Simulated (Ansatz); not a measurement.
The system is HfIn4SiO6.

```
Hf In Si O
1.0
     2.71585   -4.70357    0.00833
     2.71585    4.70357    0.00833
    -1.87915    0.00000    7.40127
Hf In Si O
1 4 1 6
Direct
  0.78835 0.21165 0.00000
  0.62175 0.37825 0.50000
  0.45502 0.54498 0.00000
  0.28407 0.71593 0.50000
  0.95814 0.04186 0.50000
  0.12168 0.87832 0.00000
  0.06219 0.11415 0.86666
  0.88585 0.93781 0.13334
  0.79490 0.53784 0.86663
  0.46216 0.20510 0.13337
  0.15352 0.62879 0.13333
  0.37121 0.84648 0.86667
```

The cell was built by a generator and needn't be a form met in nature.

Base run:

* Program: Ansatz 0.2.0
* Functional: PBE
* Potentials or basis: Ansatz PAW
* Cutoff: 420 eV
* Density cutoff: 1680 eV
* k mesh: 6 × 6 × 4
* Occupations: fermi-dirac, width 0.05 eV
* Spin: no spin polarisation
* Hubbard terms: Hf d U = 2 eV

Its results: band gap on the k mesh none (metal or under the smearing width); pressure 0.5 GPa; largest force 0.096 eV/Å.

**Question.** The run is repeated on the same cell with these changes: hubbard terms from Hf d U = 2 eV to Hf d U = 4 eV. What comes out?

**Answer.** Band gap on the k mesh none (metal or under the smearing width); pressure 1.0 GPa; largest force 0.199 eV/Å.

Caveats: U without spin polarisation on a metal has little footing; the density of states is complete only up to the lowest level of the last band computed.

Not every run made on this cell is shown here.
